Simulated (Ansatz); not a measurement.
**Na: an axial (c/a) deformation path**

An exercise on one series of results from a longer session: the logs are not shown, and one member is left open.

This is Na in the hcp structure; at room conditions it is bcc.

Program: Ansatz 0.2.0. Level of theory: DFT r2SCAN, scalar-relativistic, plane waves, PAW. These are calculated values, not measurements.

**Starting point**

It takes space group P6_3/mmc (No. 194, hexagonal). The conventional cell has a = 3.767 Å, b = 3.767 Å, c = 6.154 Å, α = 90.00°, β = 90.00°, γ = 120.00°. Around Na (site symmetry -6m2) lie 12 Na at 3.77 Å.

Coordinates:

```cif
data_structure
_symmetry_space_group_name_H-M 'P 1'
_symmetry_Int_Tables_number 1
_cell_length_a 3.7670
_cell_length_b 3.7670
_cell_length_c 6.1540
_cell_angle_alpha 90.000
_cell_angle_beta 90.000
_cell_angle_gamma 120.000
_cell_volume 75.63
loop_
_atom_site_label
_atom_site_type_symbol
_atom_site_fract_x
_atom_site_fract_y
_atom_site_fract_z
_atom_site_occupancy
Na1 Na 0.33333 0.66667 0.25000 1
Na2 Na 0.66667 0.33333 0.75000 1
```

No relaxation comes first: the listed cell is the starting point.

Set-up of the first run:

The input, input.yaml:

```yaml
crystal:
  lattice:
    - [3.7670009976, 0.0, 0.0]
    - [-1.8835004988, 3.26231856, 0.0]
    - [0.0, 0.0, 6.154]
  atoms:
    - { symbol: Na, position: [0.3333333333, 0.6666666667, 0.25] }
    - { symbol: Na, position: [0.6666666667, 0.3333333333, 0.75] }
basis:
  ecutwfc: 500
kpoints:
  mp_grid: { grid: [18, 18, 10] }
hamiltonian:
  xc: r2scan
scf:
  occupations: { method: gaussian, width: 0.15 }
output:
  forces: true
  stress: true
  eigenvalues: true
```

On the command line:

```console
$ ansatz run input.yaml --threads 1 --pin off --max-ram 2560MiB --backend cpu --events-out ev --progress --plain --runs-dir out
```

Among the steps run: The reference: the undisturbed cell on the scan's mesh; Point ρ = 0.850; At ρ = 1.200; ρ = 0.920; ρ = 1.100; Point ρ = 0.960; ρ = 1.050; Point ρ = 0.800; ρ = 1.300.

One of the session's tables, all rows but one given; the rest of the session is left out.

It belongs to the step «The scan collected». 

| ρ | ΔE (meV/atom) | pressure (GPa) |
| --- | --- | --- |
| 0.800 | 36.3 | 0.1 |
| 0.850 | ? | ? |
| 0.920 | 6.4 | 0.0 |
| 0.960 | 1.6 | 0.0 |
| 1.000 | 0.0 | 0.0 |
| 1.050 | 2.2 | 0.0 |
| 1.100 | 9.4 | 0.0 |
| 1.200 | 38.4 | 0.1 |
| 1.300 | 83.3 | 0.4 |

Q: Estimate the row for ρ = 0.850 from the others.

Worked estimate for «ΔE (meV/atom)». A straight line through the neighbours (0.800, 36.3) and (0.920, 6.4) gives 36.3 + (6.4 − 36.3) × (0.850 − 0.800) / (0.920 − 0.800) = 23.8; a parabola fitted to 3 rows on both sides gives 21.0.

The run gave: ΔE (meV/atom): 21.3; pressure (GPa): 0.1. In «ΔE (meV/atom)» the line misses by +2.5 and the parabola by -0.3.
